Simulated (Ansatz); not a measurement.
# C2H7FSi2: how energies converge with the basis set

An exercise on one series of results from a longer session: the logs are not shown, and one member is left open.

The runs use Ansatz 0.2.0, Gaussian basis; one geometry, several basis sets.

Plan: PBE0-D4/def2-SVP; ωB97M-V/def2-SVP; PBE0-D4/def2-QZVPP; ωB97M-V/def2-QZVPP; the functionals' def2-TZVPP values are taken from earlier runs.

## The geometry

All runs share one geometry, relaxed beforehand with PBE0-D4 in a triple-zeta def2 set.

12 atoms, charge 0, spin multiplicity 1.

Atoms are counted from 1 here; the program's logs count them from 0.

Bond lengths: C1–Si2 1.865 Å, C1–H6 1.093 Å, C1–H7 1.093 Å, C1–H8 1.092 Å, Si2–C3 1.888 Å, Si2–H9 1.488 Å, Si2–H12 1.501 Å, C3–Si4 1.878 Å, C3–H10 1.093 Å, C3–H11 1.095 Å, Si4–F5 1.626 Å. Angles: Si2–C1–H6 110.8°, Si2–C1–H7 109.8°, Si2–C1–H8 111.1°, H6–C1–H7 108.3°, H6–C1–H8 108.3°, H7–C1–H8 108.4°, C1–Si2–C3 111.0°, C1–Si2–H9 112.1°, C1–Si2–H12 108.9°, C3–Si2–H9 110.9°, C3–Si2–H12 107.2°, H9–Si2–H12 106.4°, Si2–C3–Si4 104.3°, Si2–C3–H10 110.2°, Si2–C3–H11 108.7°, Si4–C3–H10 110.5°, Si4–C3–H11 113.1°, H10–C3–H11 109.8° and more.

As a file:

```xyz
12

C    -1.49352    0.55286   -0.45306
Si   -0.04640   -0.60504   -0.65741
C     0.98378   -0.68640    0.92282
Si    2.37262    0.54451    0.63371
F     1.52013    1.91867    0.80676
H    -2.18336    0.18201    0.30870
H    -1.13867    1.53853   -0.14286
H    -2.04417    0.66333   -1.38962
H    -0.47242   -1.96558   -1.08318
H     1.38707   -1.69352    1.05967
H     0.34523   -0.42307    1.77223
H     0.84681   -0.08131   -1.74377
```

The first run:

The input, in.yaml:

```yaml
crystal:
  periodic: [false, false, false]
  atoms:
    - {symbol: C, position_ang: [-1.493517, 0.552860, -0.453061]}
    - {symbol: Si, position_ang: [-0.046404, -0.605042, -0.657413]}
    - {symbol: C, position_ang: [0.983782, -0.686396, 0.922824]}
    - {symbol: Si, position_ang: [2.372620, 0.544512, 0.633709]}
    - {symbol: F, position_ang: [1.520128, 1.918666, 0.806763]}
    - {symbol: H, position_ang: [-2.183360, 0.182011, 0.308704]}
    - {symbol: H, position_ang: [-1.138670, 1.538534, -0.142855]}
    - {symbol: H, position_ang: [-2.044166, 0.663328, -1.389623]}
    - {symbol: H, position_ang: [-0.472423, -1.965578, -1.083179]}
    - {symbol: H, position_ang: [1.387070, -1.693521, 1.059674]}
    - {symbol: H, position_ang: [0.345234, -0.423069, 1.772226]}
    - {symbol: H, position_ang: [0.846806, -0.081305, -1.743772]}
basis:
  gaussian: {orbitals: def2-SVP}
hamiltonian: {xc: pbe0, dispersion: d4}
output: {orbitals: {seedname: orbitals}}
```

The run is started by

```console
> ansatz run in.yaml --threads 4 --pin off --events-out ev --progress --plain --max-ram 10444MiB
```

Steps of the session up to this table: PBE0-D4 in def2-SVP; ωB97M-V in def2-SVP; PBE0-D4 in def2-QZVPP; ωB97M-V in def2-QZVPP.

One table of the session follows, with a row left open; its other results are not shown here.

It belongs to the step «Density functionals: the series». 

| functional | basis | HOMO (eV) | LUMO (eV) |
| --- | --- | --- | --- |
| PBE0-D4 | def2-SVP | -6.53 | -1.84 |
| PBE0-D4 | def2-TZVPP | -6.57 | -1.91 |
| PBE0-D4 | def2-QZVPP | -6.59 | -1.95 |
| ωB97M-V | def2-SVP | -8.61 | 0.25 |
| ωB97M-V | def2-TZVPP | ? | ? |
| ωB97M-V | def2-QZVPP | -8.70 | -0.02 |

**Question.** Estimate the row for ωB97M-V, def2-TZVPP.

**Answer.** HOMO (eV): -8.67; LUMO (eV): 0.07. In the column «HOMO (eV)» it lies between ωB97M-V, def2-QZVPP (-8.70) and ωB97M-V, def2-SVP (-8.61).
